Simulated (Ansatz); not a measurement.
Debugging the orbital character of the bands of TiPd, space group P4/mmm (Ansatz 0.2.0, Python API).

Script `fatbands.py`:
```python
# -*- coding: utf-8 -*-
"""Fat bands of TiPd at high-symmetry points."""

from pathlib import Path

import ansatz as az
import numpy as np
import pandas as pd

XC = "lda"
KMESH = (8, 8, 6)
FILLING = "fermi_dirac"


def main():
    vectors = np.array([
        [2.81471, 0.0, 0.0],
        [0.0, 2.81471, 0.0],
        [0.0, 0.0, 3.86576],
    ])
    structure = (
        az.Lattice.of(vectors)
        .atom("Ti", (0.0, 0.0, 0.0))
        .atom("Pd", (0.5, 0.5, 0.5))
    )

    points = {"G": (0.0, 0.0, 0.0), "X": (0.0, 0.5, 0.0), "M": (0.5, 0.5, 0.0), "Z": (0.0, 0.0, 0.5), "R": (0.0, 0.5, 0.5), "A": (0.5, 0.5, 0.5)}
    calc = structure.calculation()
    calc = calc.functional(XC)
    calc = calc.basis(-19 * az.Ha)
    calc = calc.kpoints(*KMESH)
    calc = calc.occupations(FILLING)
    calc = calc.band_structure(list(points.values()), intervals=1)
    calc = calc.fat_bands()
    planned = calc.session().plan(threads=1)
    facts = planned.describe()
    print("plan:", facts["n_bands"], "bands,", len(facts["kpoints_frac"]), "k-points, plane waves", facts["n_pw_range"], "grid", facts["fft_dense"])
    result = planned.execute()
    report = result.report
    file = Path(result.write_results("results")) / "fatbands.tsv"
    names = file.read_text().splitlines()[0].lstrip("# ").split("\t")
    table = pd.read_csv(file, sep="\t", comment="#", names=names)
    near = table[table.e_minus_ef.abs() < 3]
    for ik, label in enumerate(points):
        print(label)
        for _, row in near[near.ik == ik].iterrows():
            main = row[names[4:]].astype(float).nlargest(2)
            print(f"   band {int(row.band):3d} {row.e_minus_ef:7.3f} eV  " + ", ".join(f"{k} {v:.2f}" for k, v in main.items()))


if __name__ == "__main__":
    main()
```

```console
$ python fatbands.py
Traceback (most recent call last):
  File "fatbands.py", line 52, in <module>
    main()
    ~~~~^^
  File "fatbands.py", line 35, in main
    planned = calc.session().plan(threads=1)
              ~~~~~~~~~~~~^^
  ...
ansatz.RefusalError: invalid value for `basis.ecutwfc`: must be finite and > 0; got -517.016338673772 eV
$ echo $?
1
```
(Library frames cut from the traceback.)

What is wrong, and how is it mended?

The fault: the cutoff is negative. The change:

```diff
--- before
+++ after
@@ -29,3 +29,3 @@
     calc = calc.functional(XC)
-    calc = calc.basis(-19 * az.Ha)
+    calc = calc.basis(19 * az.Ha)
     calc = calc.kpoints(*KMESH)
```

The mended script runs so:

Output of `python fatbands.py`:
```text
plan: 19 bands, 60 k-points, plane waves [804, 839] grid [24, 24, 30]
G
   band  11  -2.914 eV  pd1_l2_4D 0.90, ti0_l2_3D 0.10
   band  12  -2.914 eV  pd1_l2_4D 0.90, ti0_l2_3D 0.10
   band  13  -1.841 eV  pd1_l2_4D 0.98, ti0_l2_3D 0.02
   band  14  -0.480 eV  ti0_l2_3D 0.91, pd1_l2_4D 0.09
   band  15   0.620 eV  ti0_l2_3D 0.78, pd1_l2_4D 0.20
   band  16   2.720 eV  ti0_l2_3D 0.90, pd1_l2_4D 0.10
   band  17   2.720 eV  ti0_l2_3D 0.90, pd1_l2_4D 0.10
   band  18   2.980 eV  ti0_l2_3D 0.98, pd1_l2_4D 0.02
X
   band  11  -2.876 eV  pd1_l2_4D 1.00, ti0_l1_3P 0.00
   band  12  -2.676 eV  ti0_l0_4S 0.55, ti0_l2_3D 0.41
   band  13  -2.392 eV  pd1_l2_4D 1.00, ti0_l0_3S 0.00
   band  14  -0.837 eV  ti0_l2_3D 0.97, pd1_l1_4P 0.01
   band  15  -0.503 eV  ti0_l2_3D 0.98, ti0_l0_3S 0.00
   band  16   1.200 eV  pd1_l2_4D 0.16, pd1_l0_4S 0.00
   band  17   1.347 eV  ti0_l2_3D 0.99, pd1_l1_4P 0.00
   band  18   2.159 eV  ti0_l2_3D 1.00, ti0_l0_3S 0.00
M
   band  12  -0.885 eV  pd1_l2_4D 1.00, ti0_l0_3S 0.00
   band  13   0.434 eV  ti0_l2_3D 0.54, pd1_l2_4D 0.44
   band  14   2.297 eV  ti0_l2_3D 0.79, pd1_l2_4D 0.21
   band  15   2.297 eV  ti0_l2_3D 0.79, pd1_l2_4D 0.21
   band  16   2.549 eV  ti0_l1_3P 0.00, pd1_l1_4P 0.00
   band  17   2.549 eV  ti0_l1_3P 0.00, pd1_l1_4P 0.00
   band  18   2.563 eV  ti0_l2_3D 0.87, pd1_l2_4D 0.12
Z
   band  11  -2.636 eV  pd1_l2_4D 1.00, ti0_l1_3P 0.00
   band  12  -2.636 eV  pd1_l2_4D 1.00, ti0_l1_3P 0.00
   band  13  -2.634 eV  pd1_l2_4D 0.38, pd1_l0_4S 0.00
   band  14  -1.774 eV  pd1_l2_4D 1.00, ti0_l0_3S 0.00
   band  15  -1.088 eV  ti0_l2_3D 1.00, ti0_l0_3S 0.00
   band  16   1.022 eV  ti0_l2_3D 0.81, ti0_l0_4S 0.18
   band  17   1.685 eV  ti0_l2_3D 0.99, pd1_l1_4P 0.00
   band  18   1.685 eV  ti0_l2_3D 0.99, pd1_l1_4P 0.00
R
   band  12  -2.863 eV  pd1_l2_4D 0.89, ti0_l2_3D 0.11
   band  13  -0.049 eV  ti0_l2_3D 0.90, pd1_l2_4D 0.07
   band  14   0.059 eV  pd1_l2_4D 0.49, ti0_l2_3D 0.46
   band  15   0.282 eV  ti0_l1_3P 0.00, pd1_l1_4P 0.00
   band  16   0.559 eV  ti0_l1_3P 0.00, pd1_l1_4P 0.00
   band  17   2.177 eV  ti0_l2_3D 0.89, pd1_l2_4D 0.11
   band  18   2.711 eV  ti0_l2_3D 0.92, pd1_l2_4D 0.08
A
   band  11  -2.414 eV  pd1_l2_4D 0.99, pd1_l0_4S 0.00
   band  12  -2.201 eV  ti0_l2_3D 0.97, pd1_l1_4P 0.01
   band  13  -1.072 eV  ti0_l2_3D 0.94, pd1_l1_4P 0.01
   band  14  -1.072 eV  ti0_l2_3D 0.94, pd1_l1_4P 0.01
   band  15  -0.882 eV  pd1_l2_4D 1.00, ti0_l0_3S 0.00
   band  16   2.010 eV  ti0_l2_3D 0.97, ti0_l0_4S 0.03
```

Notes:
- The computed bands are complete only to about 1.7 eV above the Fermi level.
- For a metal this k-point mesh is coarse: on a finer one energies can move by several to tens of meV an atom and pressures by half a GPa or more, differences at one mesh by less.
- This cell is a computed structure, which may not be the phase found in nature.
- Levels are Kohn-Sham eigenvalues on this mesh, without spin-orbit coupling.
- Energies are less the Fermi level and bands count from 0. Only the largest channels are printed, equivalent atoms hold more, and in degenerate sets the split between sites is arbitrary; shells that the potentials lack have no channel.
- Run time: 2.6 s on 1 thread of Intel(R) Xeon(R) Platinum 8488C (Sapphire Rapids), on a shared host, peak memory 0.46 GiB.

(A comment or docstring line of the script was reworded after the run, the code is as it ran; lines on the test bed's own set-up are left out of the output.)
